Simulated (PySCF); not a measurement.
# C3H10B2FN: electronic excitations

What electronic excitations should C3H10B2FN (`BN(BF)CCC`) show?

Computed with PySCF 2.14.0, with density-fitted response routines of our own, on a single molecule in the gas phase. Atoms count from 0, in the outputs and in this text.

### Step 1. Starting geometry

17 atoms, charge 0, multiplicity 1; geometry from: GFN2-xTB.

Bonds of the start (Å): B0–N1 1.41, N1–B2 1.42, B2–F3 1.33, N1–C4 1.47, C4–C5 1.53, C5–C6 1.52, B0–H7 1.17, B0–H8 1.17, B2–H9 1.17, C4–H10 1.09, C4–H11 1.09, C5–H12 1.09, C5–H13 1.09, C6–H14 1.09, C6–H15 1.09, C6–H16 1.09.

### Step 2. Excited states and response: CAM-B3LYP/def2-SVPD

Job settings and geometry (Å):

```
{"job": {"kind": "uv", "xc": "CAM-B3LYP", "basis": "def2-SVPD", "nstates": 8, "ntriplets": 3}, "charge": 0, "multiplicity": 1}
B     -1.853842    -1.436084    -0.299310
N     -1.311927    -0.135661    -0.307792
B     -2.069369     1.007810     0.043231
F     -1.486125     2.200651     0.012873
C      0.100990     0.058403    -0.644369
C      0.973369     0.009262     0.611378
C      2.442638     0.242212     0.284189
H     -1.179002    -2.341431    -0.605548
H     -2.971271    -1.579036     0.005945
H     -3.195863     0.967219     0.350778
H      0.224953     1.028749    -1.131638
H      0.413652    -0.723557    -1.339672
H      0.847157    -0.964368     1.090763
H      0.626568     0.774001     1.309603
H      3.042998     0.197993     1.189328
H      2.806842    -0.513896    -0.407806
H      2.581233     1.219763    -0.171862
```

Level: TDDFT CAM-B3LYP/def2-SVPD, vertical, gas phase, core orbitals frozen in the response.

The run is started by

```
> OMP_NUM_THREADS=1 python probes_run.py task.json out
```

One launch serves the whole session: the jobs run in the order shown.

Log:

```text
coarse grid: 13784 points
cycle   1  E = -324.2640668985  dE =  7.131e-01  |g| = 5.122e-01  |ddm| = 6.623e+00
cycle   2  E = -324.2633885878  dE =  6.783e-04  |g| = 5.881e-01  |ddm| = 1.514e+00
cycle   3  E = -324.3194060167  dE = -5.602e-02  |g| = 5.257e-02  |ddm| = 6.987e-01
cycle   4  E = -324.3198055854  dE = -3.996e-04  |g| = 2.966e-02  |ddm| = 1.230e-01
cycle   5  E = -324.3199907944  dE = -1.852e-04  |g| = 6.263e-03  |ddm| = 4.263e-02
cycle   6  E = -324.3199981148  dE = -7.320e-06  |g| = 1.948e-03  |ddm| = 1.098e-02
final grid: 132360 points
cycle   7  E = -324.3736960400  dE = -5.084e-05  |g| = 4.946e-03  |ddm| = 1.020e-01
cycle   8  E = -324.3736945006  dE =  1.539e-06  |g| = 5.757e-03  |ddm| = 1.836e-02
cycle   9  E = -324.3737015566  dE = -7.056e-06  |g| = 3.892e-04  |ddm| = 7.120e-03
cycle  10  E = -324.3737015794  dE = -2.279e-08  |g| = 2.435e-04  |ddm| = 1.141e-03
cycle  11  E = -324.3737015919  dE = -1.255e-08  |g| = 4.265e-05  |ddm| = 3.920e-04
cycle  12  E = -324.3737015923  dE = -3.183e-10  |g| = 1.306e-05  |ddm| = 6.718e-05
converged SCF energy = -324.3737015923

Static polarisability (au): isotropic 71.852, principal 58.993 73.917 82.646

Singlet excitations
state   eV       nm        f      main configurations
  1   6.7029    185.0   0.00804   H-1->L 0.82, H->L 0.09
  2   6.9206    179.2   0.17321   H->L 0.86, H-1->L 0.09
  3   7.7703    159.6   0.01810   H-3->L 0.33, H-2->L 0.30, H-4->L 0.16
  4   8.2228    150.8   0.00624   H-5->L 0.31, H-2->L 0.23, H-3->L 0.20
  5   8.2877    149.6   0.10238   H->L+1 0.52, H->L+2 0.40
  6   8.4200    147.2   0.05386   H->L+2 0.50, H->L+1 0.38
  7   8.8263    140.5   0.01581   H-2->L 0.38, H-5->L 0.23, H-7->L 0.15
  8   8.9345    138.8   0.01018   H->L+3 0.70

Triplet excitations (Tamm-Dancoff, eV): 5.7743 6.0946 7.0804
```

Wall time 95 s (1 thread of Intel Xeon at 2.50GHz, shared host); peak memory 1 GiB.

Frontier orbitals and where they lie:

```tsv
orbital	eV	atoms
HOMO−3	-11.46	B2 14 %, H9 14 %, C5 13 %
HOMO−2	-11.03	C5 24 %, C4 13 %, C6 11 %
HOMO−1	-10.81	B0 33 %, H8 19 %, H7 16 %
HOMO	-9.93	N1 40 %, C4 14 %, C5 13 %
LUMO	0.18	B0 42 %, B2 15 %, N1 14 %
LUMO+1	1.15	B2 30 %, B0 22 %, C6 8 %
LUMO+2	1.42	B2 28 %, N1 13 %, F3 12 %
```

With each of the 8 states as a Gaussian band of 0.4 eV half-width at 1/e, the curve within the window shown has maxima at 179 nm (ε 7,300), 149 nm (ε 6,700) L/(mol cm). Beyond the last state computed it falls off for lack of states. The curve at chosen wavelengths:

```tsv
nm	ε (L/mol/cm)
134	511
137	1221
139	1938
142	3544
145	5519
148	6665
150	6464
153	4988
156	3186
158	2254
161	1438
164	1310
167	1931
169	2780
172	4512
175	6225
178	7191
180	7208
183	6352
186	4856
188	3779
191	2353
194	1318
197	672
199	409
202	183
```

Further results of this job:

```tsv
property	computed
dipole moment (D)	1.34
polarisability (Å³)	10.65
HOMO–LUMO gap (eV)	10.12
−ε(HOMO) (eV)	9.93
```

### Step 3. What came out

```
                                quantity                        value
    lowest singlet (CAM-B3LYP/def2-SVPD)  6.70 eV (185 nm), f = 0.008
brightest single state of those computed  state 2, 6.92 eV, f = 0.173
                          lowest triplet                      5.77 eV
```

**Reading.** The lowest singlet, at 6.70 eV, is HOMO−1→LUMO 0.82, HOMO→LUMO 0.09 and is weak; of the 8 states computed, the strongest absorption comes from state 2 at 6.92 eV. The lowest triplet lies 0.93 eV below the lowest singlet (triplets in Tamm-Dancoff, singlets in full TDDFT).
